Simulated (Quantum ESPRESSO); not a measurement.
**Bi2Te3 (Tellurobismuthite) under changes of volume**

One of the cells (33.871 Å³/atom); the others are scaled copies at fixed shape and fractional positions:

```
CELL_PARAMETERS angstrom
2.19300 1.26613 10.16567
-2.19300 1.26613 10.16567
0.00000 -2.53226 10.16567
ATOMIC_POSITIONS crystal
Bi 0.60000 0.60000 0.60000
Bi 0.40000 0.40000 0.40000
Te 0.79050 0.79050 0.79050
Te 0.20950 0.20950 0.20950
Te 0.00000 0.00000 0.00000
```

| Quantity | Value |
| --- | --- |
| Program | Quantum ESPRESSO 7.5 |
| Functional | PBE |
| Potentials or basis | GBRV 1.5 PBE |
| Cutoff | 612 eV |
| Density cutoff | 4898 eV |
| k mesh | 7 × 7 × 7 |
| Occupations | fermi-dirac, width 0.05 eV |
| Spin | no spin polarisation |

```tsv
volume (Å³/atom)	energy over the lowest point (meV/atom)	pressure (GPa)	gap on the mesh (eV)	largest force (eV/Å)
31.839	53.15	5.7	0.23	0.407
32.517	32.03	4.2	0.25	0.254
33.194	?	?	?	?
33.871	6.63	1.7	0.28	0.022
34.549	1.21	0.7	0.29	0.142
35.226	0.00	-0.2	0.30	0.256
35.904	2.55	-1.1	0.31	0.361
```

Q: What does the run at 33.194 Å³/atom give?

A: Energy over the lowest point 16.71 meV/atom; pressure 2.9 GPa; gap on the mesh 0.27 eV; largest force 0.112 eV/Å.

Worked out: A Birch-Murnaghan fit of order 3 (a polynomial in V^(-2/3)) to the other rows has its minimum at 35.10 Å³/atom with B0 = V·E''(V) = 47 GPa and B' = 4.5 at fixed shape and positions, which overstates the stiffness. It gives 16.73 meV/atom at 33.194 Å³/atom, against the run's 16.71, and -dE/dV = 3.0 GPa, against 2.9. A straight line through the other rows of the gap, of slope 0.658 eV per unit of ln V (its deformation potential), gives 0.26 eV, against the run's 0.27.

Energies are extrapolated to zero smearing.

Caveats: spin-orbit coupling is left out, which as a rule narrows the gap of such compounds by several tenths of an eV; an odd mesh through Γ misses points on the zone boundary, where band edges often lie.
